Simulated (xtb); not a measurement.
# C2H6BBrCl− (SMILES CC[BH-](Cl)Br): GFN1-xTB

Aim: the vertical ionisation energy of C2H6BBrCl− at GFN1-xTB, from 2 runs. 

The results are computed with xtb 6.7.1.

4 further runs of the same task are left out: 4 set aside as unsound or not needed.

### 1 The system as given

C2H6BBrCl−: 11 atoms, total charge -1, spin state singlet. As SMILES, `CC[BH-](Cl)Br`. Geometry: relaxed at GFN2-xTB. This is one conformer, not always the lowest.

Bond lengths: C1–C2 1.528 Å, C2–B3 1.629 Å, B3–Cl4 1.892 Å, B3–Br5 2.019 Å, C1–H6 1.089 Å, C1–H7 1.090 Å, C1–H8 1.093 Å, C2–H9 1.097 Å, C2–H10 1.099 Å, B3–H11 1.198 Å. Some angles: C1–C2–B3 113.3°, C2–B3–Cl4 109.1°, C2–B3–Br5 108.6°, Cl4–B3–Br5 109.3°, C1–C2–H9 108.3°, C1–C2–H10 108.5°, B3–C2–H9 110.7°, B3–C2–H10 109.7°, C2–C1–H6 110.0°, C2–C1–H7 110.3°.

### 2 Energy and gradient at GFN1-xTB

Input file .CHRG:

```
-1
```

Input file .UHF:

```
0
```

Input file mol.xyz:

```xyz
11

C      0.05094    -0.85500     1.10224
C      0.30802     0.43825     0.33043
B     -0.15139     0.35779    -1.23034
Cl    -2.03112     0.15682    -1.31413
Br     0.37681     2.07808    -2.14639
H     -1.00651    -1.11194     1.05643
H      0.61582    -1.67721     0.66177
H      0.33836    -0.76422     2.15281
H     -0.21200     1.25565     0.84527
H      1.38023     0.67074     0.38860
H      0.33084    -0.54897    -1.84668
```

On the command line:

```console
$ xtb mol.xyz --grad --gfn 1 -P 1 > out.txt
```

Log:

```text
* xtb version 6.7.1
[...]
          :  # basis functions                  44          :
[...]
          :  # electrons                        32          :
[...]
          :  Hamiltonian                  GFN1-xTB          :
[...]
          :  net charge                         -1          :
          :  unpaired electrons                  0          :
[...]
   *** convergence criteria satisfied after 10 iterations ***
[...]
         ::                     SUMMARY                     ::
         :::::::::::::::::::::::::::::::::::::::::::::::::::::
         :: total energy             -17.318932461248 Eh    ::
         :: gradient norm              0.032202685133 Eh/a0 ::
         :: HOMO-LUMO gap              5.848672918506 eV    ::
         ::.................................................::
         :: SCC energy               -17.443740180817 Eh    ::
         :: -> electrostatic           0.103154766050 Eh    ::
         :: repulsion energy           0.129273539916 Eh    ::
         :: dispersion energy         -0.004465820347 Eh    ::
         :: halogen bond corr.         0.000000000000 Eh    ::
         :: add. restraining           0.000000000000 Eh    ::
         :: total charge              -1.000000000000 e     ::
         :::::::::::::::::::::::::::::::::::::::::::::::::::::
[...]
        16        2.0000           -0.1883932              -5.1264 (HOMO)
        17                          0.0265415               0.7222 (LUMO)
[...]
     #   Z sym  total        # sym  WBO       # sym  WBO       # sym  WBO
 ---------------------------------------------------------------------------
     1   6      3.993 --     2      1.011     8      0.990     7      0.989
                             6      0.987
     2   6      3.943 --     1      1.011     9      0.979    10      0.979
                             3      0.948
     3   5      3.495 --    11      0.950     2      0.948     5      0.891
                             4      0.683
     4  17      0.747 --     3      0.683
     5  35      0.964 --     3      0.891
     6   1      1.018 --     1      0.987
     7   1      1.014 --     1      0.989
     8   1      1.013 --     1      0.990
     9   1      1.017 --     2      0.979
    10   1      1.021 --     2      0.979
[...]
          | TOTAL ENERGY              -17.318932461248 Eh   |
          | GRADIENT NORM               0.032202685133 Eh/α |
          | HOMO-LUMO GAP               5.848672918506 eV   |
           -------------------------------------------------
[...]
```

Standard error:

```text
normal termination of xtb
```

Run time: 0.039 s. Hardware: 1 thread of Arm Neoverse N1, shared host.

### 3 Doublet neutral C2H6BBrCl, same level

Input file start.xyz:

```xyz
11
start
C      0.050940    -0.855000     1.102240
C      0.308020     0.438250     0.330430
B     -0.151390     0.357790    -1.230340
Cl    -2.031120     0.156820    -1.314130
Br     0.376810     2.078080    -2.146390
H     -1.006510    -1.111940     1.056430
H      0.615820    -1.677210     0.661770
H      0.338360    -0.764220     2.152810
H     -0.212000     1.255650     0.845270
H      1.380230     0.670740     0.388600
H      0.330840    -0.548970    -1.846680
```

On the command line:

```console
$ xtb start.xyz --uhf 1 --gfn 1 --grad --json --parallel 1 | tee out.txt
```

Log:

```text
* xtb version 6.7.1
[...]
          :  # basis functions                  44          :
[...]
          :  # electrons                        31          :
[...]
          :  Hamiltonian                  GFN1-xTB          :
[...]
          :  net charge                          0          :
          :  unpaired electrons                  1          :
[...]
   *** convergence criteria satisfied after 16 iterations ***
[...]
         ::                     SUMMARY                     ::
         :::::::::::::::::::::::::::::::::::::::::::::::::::::
         :: total energy             -16.997562407757 Eh    ::
         :: gradient norm              0.036891875781 Eh/a0 ::
         :: HOMO-LUMO gap              6.160207424131 eV    ::
         ::.................................................::
         :: SCC energy               -17.122370127327 Eh    ::
         :: -> electrostatic           0.004237086671 Eh    ::
         :: repulsion energy           0.129273539916 Eh    ::
         :: dispersion energy         -0.004465820347 Eh    ::
         :: halogen bond corr.         0.000000000000 Eh    ::
         :: add. restraining           0.000000000000 Eh    ::
         :: total charge               0.000000000000 e     ::
         :::::::::::::::::::::::::::::::::::::::::::::::::::::
[...]
        16        1.0006           -0.4334667             -11.7952 (HOMO)
        17                         -0.2070832              -5.6350 (LUMO)
[...]
     #   Z sym  total        # sym  WBO       # sym  WBO       # sym  WBO
 ---------------------------------------------------------------------------
     1   6      3.996 --     2      1.019     7      0.987     6      0.985
                             8      0.970
     2   6      3.967 --     1      1.019    10      0.974     9      0.970
                             3      0.832
     3   5      3.470 --     5      0.930     4      0.876     2      0.832
                            11      0.807
     4  17      1.200 --     3      0.876     5      0.179
     5  35      1.322 --     3      0.930     4      0.179
     6   1      1.012 --     1      0.985
     7   1      1.005 --     1      0.987
     8   1      1.004 --     1      0.970
     9   1      1.008 --     2      0.970
    10   1      1.010 --     2      0.974
[...]
          | TOTAL ENERGY              -16.997562407757 Eh   |
          | GRADIENT NORM               0.036891875781 Eh/α |
          | HOMO-LUMO GAP               6.160207424131 eV   |
           -------------------------------------------------
[...]
```

Standard error:

```text
normal termination of xtb
```

It took 0.038 s on 1 thread of Arm Neoverse N1, shared host.

### 4 Summary of results

At GFN1-xTB:

```
                                              quantity          value
                      singlet C2H6BBrCl−: total energy   -17.31893 Eh
                       singlet C2H6BBrCl−: HOMO energy       -5.13 eV
                       singlet C2H6BBrCl−: LUMO energy        0.72 eV
                     singlet C2H6BBrCl−: HOMO–LUMO gap        5.85 eV
                 singlet C2H6BBrCl−: dispersion energy  -11.73 kJ/mol
          singlet C2H6BBrCl−: largest force on an atom     1.035 eV/Å
               doublet neutral C2H6BBrCl: total energy   -16.99756 Eh
              doublet neutral C2H6BBrCl: dipole moment         2.25 D
doublet neutral C2H6BBrCl: HOMO energy (partly filled)      -11.80 eV
                doublet neutral C2H6BBrCl: LUMO energy       -5.63 eV
          doublet neutral C2H6BBrCl: dispersion energy  -11.73 kJ/mol
   doublet neutral C2H6BBrCl: largest force on an atom     1.300 eV/Å
   vertical detachment energy (to the doublet neutral)       8.745 eV
```

What this shows: The vertical ionisation energy comes to 8.74 eV (844 kJ/mol). The largest force (singlet C2H6BBrCl−) is 1.04 eV/Å: the shape isn't a stationary point for this species at this level. xTB total energies overstate such differences by several eV unless an empirical shift is taken off; none is applied here. Mulliken charges (singlet C2H6BBrCl−) run from -0.52 on Cl4 to +0.19 on B3. Mulliken charges (doublet neutral C2H6BBrCl) run from -0.19 on Cl4 to +0.24 on B3.
